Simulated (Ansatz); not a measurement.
# CH4FNOSi: how energies converge with the basis set

Aim: see how fast density functionals converge with the basis set for CH4FNOSi.

Method: one geometry, several basis sets; program: Ansatz 0.2.0, Gaussian basis.

The runs, in order: PBE0-D4/def2-SVP; ωB97M-V/def2-SVP; PBE0-D4/def2-QZVPP; ωB97M-V/def2-QZVPP; the functionals' def2-TZVPP values are taken from earlier runs.

## Step 1: Structure used throughout

The geometry comes from an earlier relaxation with PBE0-D4 in a triple-zeta def2 set; it is a stationary point, not always the lowest conformer.

9 atoms, charge 0, spin multiplicity 1.

Atoms are counted from 1 here; the program's logs count them from 0.

Bond lengths: F1–Si2 1.589 Å, Si2–N3 1.704 Å, Si2–O5 1.655 Å, Si2–H6 1.472 Å, N3–C4 1.464 Å, N3–H7 1.004 Å, C4–O5 1.439 Å, C4–H8 1.096 Å, C4–H9 1.094 Å. Angles: F1–Si2–N3 117.6°, F1–Si2–O5 115.1°, F1–Si2–H6 104.3°, N3–Si2–O5 82.2°, N3–Si2–H6 120.6°, O5–Si2–H6 116.7°, Si2–N3–C4 87.9°, Si2–N3–H7 134.9°, C4–N3–H7 120.6°, N3–C4–O5 99.0°, N3–C4–H8 114.1°, N3–C4–H9 113.2°, O5–C4–H8 110.6°, O5–C4–H9 109.3°, H8–C4–H9 110.2°, Si2–O5–C4 90.6°.

As a file:

```mol
CH4FNOSi
  3D, bonds by distance, orders not assigned

  9  9  0  0  0  0  0  0  0  0999 V2000
   -1.3839   -0.0544   -1.9129 F   0  0
   -1.0440    0.1706   -0.3766 Si  0  0
    0.4838    0.8196    0.0082 N   0  0
    0.8417   -0.4909    0.5551 C   0  0
   -0.4286   -1.1509    0.4064 O   0  0
   -2.2706    0.7597    0.1841 H   0  0
    1.1631    1.3717   -0.4835 H   0  0
    1.6182   -1.0151   -0.0133 H   0  0
    1.1087   -0.4565    1.6155 H   0  0
  1  2  8  0
  2  3  8  0
  3  4  8  0
  4  5  8  0
  2  6  8  0
  3  7  8  0
  4  8  8  0
  4  9  8  0
  2  5  8  0
M  END
```

## Step 2: PBE0-D4 in def2-SVP

Input file in.yaml:

```yaml
crystal:
  periodic: [false, false, false]
  atoms:
    - {symbol: F, position_ang: [-1.383864, -0.054423, -1.912910]}
    - {symbol: Si, position_ang: [-1.044010, 0.170647, -0.376642]}
    - {symbol: N, position_ang: [0.483774, 0.819613, 0.008207]}
    - {symbol: C, position_ang: [0.841681, -0.490940, 0.555094]}
    - {symbol: O, position_ang: [-0.428561, -1.150858, 0.406375]}
    - {symbol: H, position_ang: [-2.270590, 0.759704, 0.184073]}
    - {symbol: H, position_ang: [1.163079, 1.371678, -0.483532]}
    - {symbol: H, position_ang: [1.618183, -1.015129, -0.013290]}
    - {symbol: H, position_ang: [1.108709, -0.456491, 1.615524]}
basis:
  gaussian: {orbitals: def2-SVP}
hamiltonian: {xc: pbe0, dispersion: d4}
output: {orbitals: {seedname: orbitals}}
```

Run with:

```sh
$ ansatz run in.yaml --threads 2 --pin off --events-out ev --progress --plain --max-ram 4352MiB
```

Further steps of the session: ωB97M-V in def2-SVP; PBE0-D4 in def2-QZVPP; ωB97M-V in def2-QZVPP.

Before running them: what should the planned runs give, taken together? Wanted: PBE0-D4: double and triple zeta above quadruple; ωB97M-V: double and triple zeta above quadruple.

As calculated:

```
                                       quantity           value
PBE0-D4: double and triple zeta above quadruple  12.77, 0.71 eV
ωB97M-V: double and triple zeta above quadruple  12.94, 0.66 eV
```

What this shows: PBE0-D4 gains 12.07 eV from double to triple zeta, then 0.71 eV more. These are total energies; as a rule much of such shifts cancels in differences, which this series doesn't test. The LUMO of ωB97M-V is positive and keeps falling with the basis (2.90 to 1.57 eV): an unbound level that the basis holds in place.
